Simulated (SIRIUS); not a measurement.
## CsPbCl3 under changes of volume

One of the cells (35.922 Å³/atom); the others are scaled copies at fixed shape and fractional positions:

```xyz
5
Lattice="5.6421 0.0000 0.0000 0.0000 5.6421 0.0000 0.0000 0.0000 5.6421" Properties=species:S:1:pos:R:3 pbc="T T T"
Pb    2.8211    2.8211    2.8211
Cs    0.0000    0.0000    0.0000
Cl    2.8211    0.0000    2.8211
Cl    0.0000    2.8211    2.8211
Cl    2.8211    2.8211    0.0000
```

| Quantity | Value |
| --- | --- |
| Program | SIRIUS 7.12.0 |
| Functional | PBE |
| Potentials or basis | all-electron FP-LAPW |
| Cutoff | 170 eV |
| Basis | apw+lo standard |
| k mesh | 5 × 5 × 5 |
| Occupations | fermi-dirac, width 0.05 eV |
| Spin | no spin polarisation |

| volume (Å³/atom) | energy over the lowest point (meV/atom) | gap on the mesh (eV) |
| --- | --- | --- |
| 33.104 | 48.13 | 2.80 |
| 33.809 | 33.13 | 2.86 |
| 34.513 | 21.27 | 2.91 |
| 35.922 | 5.88 | 3.00 |
| 36.626 | ? | ? |
| 37.330 | 0.00 | 3.08 |

**Question.** What does the run at 36.626 Å³/atom give?

**Answer.** Energy over the lowest point 1.95 meV/atom; gap on the mesh 3.04 eV.

Worked out: A Birch-Murnaghan fit of order 3 (a polynomial in V^(-2/3)) to the other rows has its minimum at 37.64 Å³/atom, just outside them, with B0 = V·E''(V) = 23 GPa and B' = 3.9. It gives 1.86 meV/atom at 36.626 Å³/atom, against the run's 1.95. A straight line through the other rows of the gap, of slope 2.31 eV per unit of ln V (its deformation potential), gives 3.04 eV, against the run's 3.04.

Energies are extrapolated to zero smearing.

Caveats: spin-orbit coupling is left out, which as a rule narrows the gap of such compounds by several tenths of an eV; an odd mesh through Γ misses points on the zone boundary, where band edges often lie.
